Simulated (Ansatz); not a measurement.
# Ti (Titanium): the cost of one run

Program: Ansatz 0.2.0 through its Python package. Level of theory: DFT PBE, plane waves, PAW. These are calculated values, not measurements.

## Step 1: Starting point

The structure is hexagonal, space group P6_3/mmc (No. 194). The conventional cell has a = 2.950 Å, b = 2.950 Å, c = 4.680 Å, α = 90.00°, β = 90.00°, γ = 120.00°. Ti (site symmetry -6m2) has 12 Ti at 2.89 to 2.95 Å as nearest neighbours.

No structure file is read: the coordinates are typed or built in the script.

## Step 2: The script

Input file smear_ti.py:

```python
"""Smearing width test for Ti."""

import warnings

import ansatz as az


def main() -> None:
    warnings.simplefilter("ignore", az.DeckWarning)

    crystal = (
        az.Lattice.from_parameters(2.95, 2.95, 4.68, alpha=90, beta=90, gamma=120)
        .space_group(194)
        .atom("Ti", (1 / 3, 2 / 3, 0.25))
    )

    model = crystal.calculation().kpoints(spacing=0.22).functional("pbe").pseudopotentials("paw").forces().stress()

    rows = []
    for value in [0.3, 0.2, 0.1, 0.05]:
        report = model.occupations("gaussian", width=value).run(threads=1).report
        rows.append((value, report["free_energy_ev"] / len(report["lattice"]["sites"]), report["n_iterations"], sum(report["stress_gpa"][i][i] for i in range(3)) / 3, max(abs(f) for row in report["forces_ev_ang"] for f in row), report["n_kpoints"]))

    print("  width (eV)   F/atom (eV)    iterations       P (GPa)  max component (eV/A)      k-points")
    for row in rows:
        print(f"{str(row[0]):>12s}  {row[1]:12.5f}  {row[2]:12d}  {row[3]:12.3f}  {row[4]:20.4f}  {row[5]:12d}")

    # differences from the last row
    for row in rows[:-1]:
        shift = 1000 * (row[1] - rows[-1][1])
        print(f"{row[0]}: {shift:+.2f} meV/atom" + ("  (within 5 meV)" if abs(shift) < 5 else ""))


if __name__ == "__main__":
    main()
```

## Step 3: Launch

Command:

```console
> python smear_ti.py
```

**Question.** How long does this script take on 1 thread of Arm Neoverse V1, shared host, and how much memory does it need?

About 8.3 s, with a peak of 0.37 GiB.
